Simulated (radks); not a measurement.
**Ionisation energy and size from Ag³⁺ to Xe³⁺**

An exercise on one series of results from a longer session: the logs are not shown, and one member is left open.

The numbers are computed with radks (a radial shooting solver on a logarithmic mesh, Libxc functionals) version 1 (scalar-relativistic Kohn-Sham, r2SCAN, spin-polarised, spherical densities, finite nucleus; open shells are filled with parallel spins first), except any that are marked as measured or tabulated.

## The atom as given

```
species : Ag³⁺, Cd³⁺, In³⁺, Sn³⁺, Sb³⁺, Te³⁺, I³⁺, Xe³⁺
runs    : 16, each species and its next ion
```

Set-up of the first run:

Settings of this run:

```text
Z 47
configuration [Kr] 4d8
relativity scalar-relativistic
functional r2scan,r2scan
spin polarised
nucleus finite rms 4.5454 fm
c 137.035999084
```

Among the steps run: Ag³⁺, [Kr] 4d8; Ag⁴⁺, [Kr] 4d7; Cd³⁺, [Kr] 4d9; Cd⁴⁺, [Kr] 4d8; In³⁺, [Kr] 4d10; In⁴⁺, [Kr] 4d9; Sn³⁺, [Kr] 4d10 5s1; Sn⁴⁺, [Kr] 4d10; Sb³⁺, [Kr] 4d10 5s2; Sb⁴⁺, [Kr] 4d10 5s1; Te³⁺, [Kr] 4d10 5s2 5p1; Te⁴⁺, [Kr] 4d10 5s2; I³⁺, [Kr] 4d10 5s2 5p2; I⁴⁺, [Kr] 4d10 5s2 5p1; Xe³⁺, [Kr] 4d10 5s2 5p3; Xe⁴⁺, [Kr] 4d10 5s2 5p2.

One table of the session follows, with a row left open; its other results are not shown here.

| species | Δ-SCF (eV) | −ε(HOMO) (eV) | its <r> (bohr) |
| --- | --- | --- | --- |
| Ag³⁺ | ? | ? | ? |
| Cd³⁺ | 53.527 | 45.618 | 1.19 |
| In³⁺ | 56.556 | 48.332 | 1.15 |
| Sn³⁺ | 40.953 | 36.675 | 2.12 |
| Sb³⁺ | 43.502 | 39.038 | 2.02 |
| Te³⁺ | 36.657 | 32.238 | 2.22 |
| I³⁺ | 40.413 | 35.536 | 2.10 |
| Xe³⁺ | 43.863 | 38.638 | 2.00 |

Q: Estimate the row for Ag³⁺ from the others.

**Answer.** Δ-SCF (eV): 50.414; −ε(HOMO) (eV): 42.835; its <r> (bohr): 1.25. In the column «Δ-SCF (eV)» it lies between Xe³⁺ (43.863) and Cd³⁺ (53.527).

Open shells are spherical and high-spin; term and fine-structure splittings are not resolved. Spin-orbit splitting is averaged out at the scalar-relativistic level.
